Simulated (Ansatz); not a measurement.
# BeCd2Te3: the cost of one run

Computed with Ansatz 0.2.0 (DFT PBE, scalar-relativistic, plane waves, PAW, unless a step names another level, unless a step's input says otherwise).

1 further run of the same task is left out (it didn't finish).

### 1 The structure to begin with

The structure is orthorhombic, space group Cmc2_1 (No. 36). Conventional cell: a = 13.309 Å, b = 7.697 Å, c = 7.249 Å, α = 90.00°, β = 90.00°, γ = 90.00°. Be (site symmetry m) has 4 Te at 2.46 to 2.51 Å as nearest neighbours. Cd (site symmetry 1) is surrounded by 4 Te at 2.86 to 2.87 Å. Around Te (site symmetry 1) lie 1 Be at 2.46 Å and 3 Cd at 2.86 to 2.87 Å. Te (site symmetry m) is surrounded by 2 Be at 2.47 to 2.51 Å and 2 Cd at 2.86 Å.

As a file:

```cif
data_structure
_symmetry_space_group_name_H-M 'Cmc2_1'
_symmetry_Int_Tables_number 36
_cell_length_a 13.3090
_cell_length_b 7.6966
_cell_length_c 7.2494
_cell_angle_alpha 90.000
_cell_angle_beta 90.000
_cell_angle_gamma 90.000
_cell_volume 742.58
loop_
_atom_site_label
_atom_site_type_symbol
_atom_site_symmetry_multiplicity
_atom_site_Wyckoff_symbol
_atom_site_fract_x
_atom_site_fract_y
_atom_site_fract_z
_atom_site_occupancy
Be1 Be 4 a 0.50000 0.34684 0.49627 1
Cd1 Cd 8 b 0.66035 0.82969 0.50036 1
Te1 Te 8 b 0.35042 0.18690 0.39329 1
Te2 Te 4 a 0.50000 0.63223 0.34142 1
```

It came out lowest among 27 distinct ends of the trial cells. At a tolerance of 0.02 Å it has space group Cmc2_1 (No. 36).

### 2 Relaxing to 0.001 eV/Å, on the response runs' mesh and smearing

input.yaml reads:

```yaml
crystal:
  lattice:
    - [6.6545156125, -3.848282694, 0.0]
    - [6.6545156125, 3.848282694, 0.0]
    - [0.0, 0.0, 7.2493935728]
  atoms:
    - { symbol: Be, position: [0.8468379217, 0.1531620783, 0.5037293853] }
    - { symbol: Be, position: [0.1531620783, 0.8468379217, 0.0037293853] }
    - { symbol: Cd, position: [0.4900461149, 0.8306571446, 0.4996413741] }
    - { symbol: Cd, position: [0.1693428554, 0.5099538851, 0.4996413741] }
    - { symbol: Cd, position: [0.8306571446, 0.4900461149, 0.9996413741] }
    - { symbol: Cd, position: [0.5099538851, 0.1693428554, 0.9996413741] }
    - { symbol: Te, position: [0.5373166953, 0.1635240978, 0.6067059945] }
    - { symbol: Te, position: [0.8364759022, 0.4626833047, 0.6067059945] }
    - { symbol: Te, position: [0.1322348768, 0.8677651232, 0.6585758773] }
    - { symbol: Te, position: [0.1635240978, 0.5373166953, 0.1067059945] }
    - { symbol: Te, position: [0.4626833047, 0.8364759022, 0.1067059945] }
    - { symbol: Te, position: [0.8677651232, 0.1322348768, 0.1585758773] }
basis:
  ecutwfc: 420
kpoints:
  mp_grid: { grid: [4, 4, 4] }
hamiltonian:
  xc: pbe
scf:
  occupations: { method: fixed }
output:
  forces: true
  stress: true
  eigenvalues: true
relax:
  adjacent_minimum: "off"
  f_tol: 0.001
  max_steps: 60
  cell: { stress_tol: 0.01 }
```

Command:

```bash
$ ansatz run input.yaml --threads 3 --pin off --max-ram 7680MiB --backend cpu --events-out ev --progress --plain --runs-dir out
```

**Question.** How long does this run take on 3 threads of Intel Xeon 6975P-C (Granite Rapids), shared host, and how much memory does it need?

About 80 s, with a peak of 1.4 GiB.
